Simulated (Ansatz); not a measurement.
# C3H6B2: the cost of one run

Program: Ansatz 0.2.0, Gaussian basis. Level of theory: the settings change from run to run. These are calculated values, not measurements.

## (1) The molecule

An earlier PBE0-D4 in a triple-zeta def2 set relaxation fixed the geometry.

11 atoms, charge 0, spin multiplicity 1.

Atoms are counted from 1 here; the program's logs count them from 0.

Bond lengths: B1–C2 1.545 Å, B1–H6 1.196 Å, B1–H7 1.196 Å, C2–B3 1.545 Å, C2–C4 1.325 Å, B3–H8 1.196 Å, B3–H9 1.196 Å, C4–C5 1.293 Å, C5–H10 1.084 Å, C5–H11 1.084 Å. Angles: C2–B1–H6 119.6°, C2–B1–H7 120.4°, H6–B1–H7 120.0°, B1–C2–B3 125.1°, B1–C2–C4 117.4°, B3–C2–C4 117.4°, C2–B3–H8 120.4°, C2–B3–H9 119.6°, H8–B3–H9 120.0°, C2–C4–C5 180.0°, C4–C5–H10 120.8°, C4–C5–H11 120.8°, H10–C5–H11 118.5°.

Coordinates:

```xyz
11

B    -1.7234    0.3645    0.3055
C    -0.2130    0.0506    0.3860
B     0.5978   -0.0876    1.6936
C     0.4381   -0.1136   -0.7561
C     1.0734   -0.2749   -1.8707
H    -2.3503    0.5171    1.3126
H    -2.2664    0.4557   -0.7564
H     1.7688   -0.3295    1.6566
H     0.0486    0.0488    2.7473
H     1.1547   -1.2558   -2.3258
H     1.5371    0.5675   -2.3720
```

## (2) BHLYP/def2-TZVPD

This run has a grid of angular degree 47, relativity set to none.

The input, in.yaml:

```yaml
crystal:
  periodic: [false, false, false]
  atoms:
    - {symbol: B, position_ang: [-1.723354, 0.364501, 0.305539]}
    - {symbol: C, position_ang: [-0.212972, 0.050649, 0.386027]}
    - {symbol: B, position_ang: [0.597788, -0.087592, 1.693617]}
    - {symbol: C, position_ang: [0.438104, -0.113557, -0.756057]}
    - {symbol: C, position_ang: [1.073361, -0.274878, -1.870669]}
    - {symbol: H, position_ang: [-2.350342, 0.517062, 1.312560]}
    - {symbol: H, position_ang: [-2.266440, 0.455682, -0.756437]}
    - {symbol: H, position_ang: [1.768755, -0.329456, 1.656557]}
    - {symbol: H, position_ang: [0.048617, 0.048785, 2.747322]}
    - {symbol: H, position_ang: [1.154727, -1.255811, -2.325775]}
    - {symbol: H, position_ang: [1.537055, 0.567515, -2.371985]}
basis:
  gaussian: {orbitals: def2-TZVPD, final_grid: {core_spheres: 20, valence_spheres: 16, degree: 47}}
hamiltonian: {xc: {name: BHLYP}, pseudopotentials: {relativity: none}}
output: {forces: true}
```

Run with:

```console
> ansatz run in.yaml --threads 2 --pin off --events-out ev --progress --plain --max-ram 4352MiB
```

What time and memory should one allow on 2 threads of Arm Neoverse V2, shared host?

About 9 s, with a peak of 0.65 GiB.
